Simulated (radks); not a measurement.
**Exchange and kinetic functionals tested on atomic densities: P³⁺, Xe, Tc⁺, B²⁺, Ru³⁺, Re**

One table from this session's results is given with a row withheld; the runs are named, their logs left out.

Program: radks (a radial shooting solver on a logarithmic mesh, Libxc functionals) version 1. Level of theory: non-relativistic Kohn-Sham, exchange-only PBE, spin-polarised, spherical densities, point nucleus; open shells are filled with parallel spins first. These are calculated values, not measurements, unless marked.

## Starting point

```
species : P³⁺ ([Ne] 3s2), Xe ([Xe]), Tc⁺ ([Kr] 4d5 5s1), B²⁺ ([He] 2s1), Ru³⁺ ([Kr] 4d5), Re ([Xe] 4f14 5d5 6s2)
```

Set-up of the first run:

Input:

```text
Z 15
configuration [Ne] 3s2
relativity non-relativistic
functional pbe,
spin polarised
nucleus point
```

Among the steps run: P³⁺, [Ne] 3s2.

One of the session's tables, all rows but one given; the rest of the session is left out.

It belongs to the step «P³⁺, [Ne] 3s2». Sizes of the orbitals, from the radial functions (bohr):

| level | <r> | outermost maximum (interpolated) | 90 % within | nodes |
| --- | --- | --- | --- | --- |
| 1s | 0.1040 | 0.0680 | 0.186 | 0 |
| 2s | 0.5209 | 0.420 | 0.818 | 1 |
| 2p | ? | ? | ? | ? |
| 3s | 1.681 | 1.47 | 2.50 | 2 |

Q: Estimate the row for 2p from the others.

The run gave: <r>: 0.4840; outermost maximum (interpolated): 0.354; 90 % within: 0.809; nodes: 0. In the column «<r>» it lies between 1s (0.1040) and 2s (0.5209).
